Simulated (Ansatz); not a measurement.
Runs of Ansatz 0.2.0 on NbPd4. Symmetry: R-3m, No. 166, trigonal system. Conventional cell: a = 2.835 Å, b = 2.835 Å, c = 34.486 Å, α = 90.00°, β = 90.00°, γ = 120.00°. Pd (site symmetry 3m) has 3 Nb at 2.80 Å and 9 Pd at 2.84 Å as nearest neighbours. Pd (site symmetry 3m) has 12 Pd at 2.82 to 2.84 Å as nearest neighbours. Nb (site symmetry -3m) has 6 Pd at 2.80 Å and 6 Nb at 2.84 Å as nearest neighbours. The cell comes from a database or a generator and needn't be the stable form of this composition.

| task | level | potentials or basis | cell | cutoff (eV) | gap on the mesh (eV) | pressure (GPa) | relaxed volume (Å³/atom) | largest force (eV/Å) |
| --- | --- | --- | --- | --- | --- | --- | --- | --- |
| single point | PBEsol | Ansatz PAW | as given | 420 | none | (b) | - | 0.09 |
| single point | PBE | Ansatz PAW | as given | 420 | none | -1.9 | - | 0.08 |
| relaxation of cell and atoms | LDA | Ansatz PAW | relaxed | 420 | none | 0.0 | 14.68 | - |
| relaxation of cell and atoms | PBEsol | JTH PAW | relaxed | 1170 | none | 0.0 | (a) | - |

Alike in all rows: no spin polarisation; k mesh 11 × 11 × 11; smearing fermi-dirac 0.05 eV.

Estimate the missing entries.

(a) 15.05; (b) -10.1.

Caveats: the PAW data sets come from PBE, with cores solved anew for the run's functional, which leaves a small shift of forces and pressure (some runs); the plane-wave basis is chosen anew once the cell has moved, so the energies of steps on either side of that aren't comparable (some runs).

A k mesh can miss the band edges, and the runs leave out spin-orbit coupling on Nb, Pd.

A gap of «none» marks a metal or a gap under the smearing width.

Not every run made on this cell is shown here.
